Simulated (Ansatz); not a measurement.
# GeH₅NSi: small, medium and large basis sets

One table from this session's results is given with a row withheld; the runs are named, their logs left out.

Program: Ansatz 0.2.0, Gaussian basis. Level of theory: one geometry, several basis sets. These are calculated values, not measurements.

Levels to be run: PBE0-D4/def2-SVP; ωB97M-V/def2-SVP; PBE0-D4/def2-QZVPP; ωB97M-V/def2-QZVPP; the functionals' def2-TZVPP values are taken from earlier runs.

### The relaxed structure

The geometry comes from an earlier relaxation with PBE0-D4 in a triple-zeta def2 set; it is a stationary point, not always the lowest conformer.

SMILES `[NH]1[SiH2][GeH2]1`, 8 atoms, charge 0, spin multiplicity 1.

Atoms are counted from 1 here; the program's logs count them from 0.

Bond lengths: N1–Si2 1.702 Å, N1–Ge3 1.874 Å, N1–H4 1.004 Å, Si2–Ge3 2.293 Å, Si2–H5 1.488 Å, Si2–H6 1.488 Å, Ge3–H7 1.539 Å, Ge3–H8 1.539 Å. Angles: Si2–N1–Ge3 79.6°, Si2–N1–H4 141.8°, Ge3–N1–H4 138.6°, N1–Si2–Ge3 53.5°, N1–Si2–H5 119.1°, N1–Si2–H6 119.1°, Ge3–Si2–H5 123.1°, Ge3–Si2–H6 123.0°, H5–Si2–H6 108.9°, N1–Ge3–Si2 46.9°, N1–Ge3–H7 113.7°, N1–Ge3–H8 113.7°, Si2–Ge3–H7 124.5°, Si2–Ge3–H8 124.5°, H7–Ge3–H8 110.9°.

Geometry (Å):

| atom | x (Å) | y (Å) | z (Å) |
| --- | --- | --- | --- |
| N1 | -0.70489 | -0.21296 | -0.65743 |
| Si2 | -0.03971 | 1.17803 | 0.06331 |
| Ge3 | 0.61330 | -0.99026 | 0.42482 |
| H4 | -1.41500 | -0.50365 | -1.30524 |
| H5 | 0.73311 | 2.12997 | -0.78014 |
| H6 | -0.85930 | 1.95161 | 1.03528 |
| H7 | 1.71662 | -1.71245 | -0.36817 |
| H8 | 0.04798 | -1.89729 | 1.53187 |

The first run:

File in.yaml:

```yaml
crystal:
  periodic: [false, false, false]
  atoms:
    - {symbol: N, position_ang: [-0.704891, -0.212958, -0.657428]}
    - {symbol: Si, position_ang: [-0.039713, 1.178027, 0.063311]}
    - {symbol: Ge, position_ang: [0.613301, -0.990262, 0.424821]}
    - {symbol: H, position_ang: [-1.415002, -0.503651, -1.305236]}
    - {symbol: H, position_ang: [0.733106, 2.129966, -0.780140]}
    - {symbol: H, position_ang: [-0.859305, 1.951612, 1.035277]}
    - {symbol: H, position_ang: [1.716621, -1.712446, -0.368175]}
    - {symbol: H, position_ang: [0.047982, -1.897287, 1.531869]}
basis:
  gaussian: {orbitals: def2-SVP}
hamiltonian: {xc: pbe0, dispersion: d4}
output: {orbitals: {seedname: orbitals}}
```

On the command line:

```
> ansatz run in.yaml --threads 2 --pin off --events-out ev --progress --plain --max-ram 4352MiB
```

Among the steps run: PBE0-D4 in def2-SVP; ωB97M-V in def2-SVP; PBE0-D4 in def2-QZVPP; ωB97M-V in def2-QZVPP.

One table of the session follows, with a row left open; its other results are not shown here.

It belongs to the step «Functionals by basis». 

| functional | basis | HOMO (eV) |
| --- | --- | --- |
| PBE0-D4 | def2-SVP | -7.10 |
| PBE0-D4 | def2-TZVPP | -7.11 |
| PBE0-D4 | def2-QZVPP | -7.12 |
| ωB97M-V | def2-SVP | -9.07 |
| ωB97M-V | def2-TZVPP | -9.11 |
| ωB97M-V | def2-QZVPP | ? |

Estimate the missing values for ωB97M-V, def2-QZVPP.

As computed: HOMO (eV): -9.13. In the column «HOMO (eV)» it is the lowest.
